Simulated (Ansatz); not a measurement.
# Ti3InC: the cost of one run

Computed with Ansatz 0.2.0 through its Python package. The levels of theory stand in the script.

**1. Starting point**

It takes space group Pm-3m (No. 221, cubic). The conventional cell has a = 4.236 Å, b = 4.236 Å, c = 4.236 Å, α = 90.00°, β = 90.00°, γ = 90.00°. Around Ti (site symmetry 4/mmm) lie 2 C at 2.12 Å. In (site symmetry m-3m) is surrounded by 12 Ti at 2.99 Å. C (site symmetry m-3m) has 6 Ti at 2.12 Å in its first shell of neighbours.

The script holds or builds the structure itself.

**2. The code**

lattice.py

```python
# -*- coding: utf-8 -*-
"""Relaxed cell of Ti3InC under several functionals."""

import warnings

import ansatz as az
import numpy as np

SIGMA = 0.1
FORCE_TOL = 0.02

def edges_and_angles(cell):
    cell = np.asarray(cell)
    a, b, c = np.linalg.norm(cell, axis=1)
    cosines = cell[1] @ cell[2] / (b * c), cell[0] @ cell[2] / (a * c), cell[0] @ cell[1] / (a * b)
    return (a, b, c, *np.degrees(np.arccos(cosines)))


def main():
    warnings.simplefilter("ignore", az.DeckWarning)

    lattice = az.Lattice.of(
        [4.235561, 0.0, 0.0],
        [0.0, 4.235561, 0.0],
        [0.0, 0.0, 4.235561],
    )
    sites = [
        ("Ti", [0.5, 0.5, 0.0]),
        ("Ti", [0.5, 0.0, 0.5]),
        ("Ti", [0.0, 0.5, 0.5]),
        ("In", [0.0, 0.0, 0.0]),
        ("C", [0.5, 0.5, 0.5]),
    ]
    xtal = az.Crystal(lattice=lattice)
    for symbol, position in sites:
        xtal = xtal.atom(symbol, position)

    calculation = xtal.calculation()
    calculation = calculation.kpoints(6)
    calculation = calculation.occupations(az.OccupationsMethod.COLD, width=SIGMA)
    calculation = calculation.relax(cell=True, force_tolerance=FORCE_TOL)

    levels = [("pbesol", "d3bj"), ("pbesol", "none"), ("lda", "none")]
    print("level            a       b       c    alpha   beta  gamma  V/atom  steps")
    for name, dispersion in levels:
        seen = []
        run = calculation.functional(name, dispersion=dispersion).session().plan()
        outcome = run.execute(on_event=lambda e: seen.append(e) if e["event"] == "relax_step" else None)
        cell = outcome.lattice.cell_ang
        label = name if dispersion == "none" else f"{name}+{dispersion}"
        print("{:13s} {:7.4f} {:7.4f} {:7.4f} {:6.2f} {:6.2f} {:6.2f}".format(label, *edges_and_angles(cell)), f"{abs(np.linalg.det(cell)) / len(outcome.lattice.sites):7.3f} {len(seen):5d}")


if __name__ == "__main__":
    main()
```

**3. What the engine is handed**

The engine receives this input (first run):

```yaml
crystal:
  lattice:
    - [4.235561, 0.0, 0.0]
    - [0.0, 4.235561, 0.0]
    - [0.0, 0.0, 4.235561]
  atoms:
    - { symbol: Ti, position: [0.5, 0.5, 0.0] }
    - { symbol: Ti, position: [0.5, 0.0, 0.5] }
    - { symbol: Ti, position: [0.0, 0.5, 0.5] }
    - { symbol: In, position: [0.0, 0.0, 0.0] }
    - { symbol: C, position: [0.5, 0.5, 0.5] }
kpoints:
  mp_grid:
    grid: [6, 6, 6]
hamiltonian:
  xc: pbesol
  dispersion: d3bj
scf:
  occupations:
    method: cold
    width: 0.1
relax:
  f_tol: 0.02
  cell: {}
```

**4. Running it**

Launch:

```console
$ python lattice.py
```

What time and memory should one allow on 1 thread of Arm Neoverse V1, shared host?

About 48 s, with a peak of 0.47 GiB.
